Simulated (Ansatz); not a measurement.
**NaLaS2: a single-point run**

Aim: a sound single-point run of NaLaS2. The structure is shown as the input types it. The cell is built on a prototype (ordering on rocksalt) and needn't be the phase found in nature.

Computed with Ansatz 0.2.0 (density functional or hybrid calculation with the settings of its input, plane waves (as first typed), unless a step's input says otherwise).

4 further runs of the same task are left out: 2 for a known fault of the program, 2 that didn't finish.

### 1 Starting point

Symmetry: R-3m, No. 166, trigonal system. The conventional cell has a = 4.225 Å, b = 4.225 Å, c = 19.847 Å, α = 90.00°, β = 90.00°, γ = 120.00°. Na (site symmetry -3m) is surrounded by 6 S at 3.00 Å. La (site symmetry -3m) has 6 S at 2.90 Å as nearest neighbours. S (site symmetry 3m) has 3 La at 2.90 Å and 3 Na at 3.00 Å as nearest neighbours.

Coordinates:

```xyz
4
Lattice="2.1124 1.2196 6.6155 -2.1124 1.2196 6.6155 0.0000 -2.4391 6.6155" Properties=species:S:1:pos:R:3 pbc="T T T"
Na    2.1124    1.2196    6.6155
La    0.0000    0.0000    9.9233
S     0.0000    0.0000    4.8738
S     0.0000    0.0000   14.9727
```

### 2 The calculation

The input, input.yaml:

```yaml
crystal:
  lattice:
    - [2.1123632128, 1.2195734695, 6.6155059818]
    - [-2.1123632128, 1.2195734695, 6.6155059818]
    - [0.0, -2.4391469391, 6.6155059818]
  atoms:
    - { symbol: Na, position: [1.0, 0.0, 0.0] }
    - { symbol: La, position: [0.5, 0.5, 0.5] }
    - { symbol: S, position: [0.245573066, 0.245573066, 0.245573066] }
    - { symbol: S, position: [0.754426934, 0.754426934, 0.754426934] }
kpoints:
  mp_grid: { grid: [1, 1, 1] }
hamiltonian:
  xc: r2scan
scf:
  occupations: { method: fixed }
  n_extra_bands: 5
output:
  forces: true
  stress: true
  eigenvalues: true
```

Run with:

```sh
ansatz run input.yaml --threads 4 --pin off --max-ram 3686MiB --backend cpu --events-out ev --progress --plain --runs-dir out
```

What happens when this is run?

The run converged and reported no error. It gives a largest force of 3.8 eV/Å, which is large; a structure far from rest gives such values too, whatever the setting.

In the input, kpoints.mp_grid.grid is [1, 1, 1]. One k-point can't sample the Brillouin zone of so small a cell.

The test: set kpoints.mp_grid.grid to [6, 6, 6].
